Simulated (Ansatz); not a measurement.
**AgH4NO: shape, modes and thermochemistry**

What shape does AgH4NO take? The plan is to relax it, then compute its harmonic vibrations to see whether it is a minimum and to get the zero-point energy and entropy, and look at its orbitals and charge.

Method: RKS PBE0-D4/def2-TZVP; program: Ansatz 0.2.0, Gaussian basis.

Plan: relaxation at PBE0-D4/def2-TZVP; harmonic vibrations at the same level; a single point in def2-TZVPP for the fields.

### Step 1. Starting geometry

SMILES `[NH3+][Ag-][OH]`, 7 atoms, charge 0, spin multiplicity 1.

Atoms are counted from 1 here; the program's logs count them from 0.

Bond lengths: N1–Ag2 2.281 Å, N1–H4 1.014 Å, N1–H5 1.014 Å, N1–H6 1.014 Å, Ag2–O3 2.008 Å, O3–H7 0.957 Å. Angles: Ag2–N1–H4 112.5°, Ag2–N1–H5 111.3°, Ag2–N1–H6 110.9°, H4–N1–H5 107.3°, H4–N1–H6 107.3°, H5–N1–H6 107.2°, N1–Ag2–O3 173.4°, Ag2–O3–H7 118.1°.

As a file:

```tsv
atom	x (Å)	y (Å)	z (Å)
N1	-1.2714	0.6917	-0.2336
Ag2	0.7304	-0.3286	0.1590
O3	2.5574	-1.0297	0.6095
H4	-2.0057	0.0318	-0.4630
H5	-1.2054	1.3484	-1.0031
H6	-1.5779	1.2123	0.5802
H7	2.7725	-1.9259	0.3509
```

The start is a GFN2-xTB geometry. Ag takes the def2 core potential; no spin-orbit term is included.

### Step 2. Relaxation at PBE0-D4/def2-TZVP

Input file in.yaml:

```yaml
crystal:
  periodic: [false, false, false]
  atoms:
    - {symbol: N, position_ang: [-1.271380, 0.691750, -0.233610]}
    - {symbol: Ag, position_ang: [0.730410, -0.328580, 0.159020]}
    - {symbol: O, position_ang: [2.557410, -1.029660, 0.609530]}
    - {symbol: H, position_ang: [-2.005650, 0.031790, -0.462990]}
    - {symbol: H, position_ang: [-1.205360, 1.348360, -1.003070]}
    - {symbol: H, position_ang: [-1.577940, 1.212280, 0.580220]}
    - {symbol: H, position_ang: [2.772520, -1.925940, 0.350890]}
basis:
  gaussian: {orbitals: def2-TZVP}
hamiltonian: {xc: pbe0, dispersion: d4}
relax: {f_tol: 0.005, max_steps: 150}
```

Run with:

```bash
ansatz run in.yaml --threads 2 --pin off --events-out ev --progress --plain --max-ram 32768MiB --backend cpu
```

After this run come: Vibrations by finite differences; A single point for the fields.

Before running them: what should the planned runs give, taken together? Wanted: point group; shift from the start; total energy; dispersion term; dipole moment; lowest, highest wavenumber; HOMO, LUMO.

As calculated:

| quantity | value |
| --- | --- |
| point group | C1 |
| steps | 5 |
| shift from the start (rms) | 0.123 Å |
| total energy | -7600.0790 eV |
| dispersion term | -78 meV |
| dipole moment | 8.00 D |
| lowest, highest wavenumber | -31, 3879 cm⁻¹ |
| HOMO, LUMO | -5.89, -0.78 eV |

The atoms moved 0.12 Å (rms) from the start; the bond that changed most is N1–Ag2, from 2.281 to 2.137 Å. One or more small negative wavenumbers (down to -31 cm⁻¹) point to a very flat motion, so a minimum isn't proven. The stiffest mode, 3879 cm⁻¹, is an O–H stretch. Harmonic hybrid wavenumbers usually lie a few per cent above measured fundamentals. The largest Mulliken charge, -0.79 e, sits on O3. The HOMO lies mostly on O3 76 %; Ag2 15 % and the LUMO on H4, H5, H6 about 23 % each; Ag2 18 %.
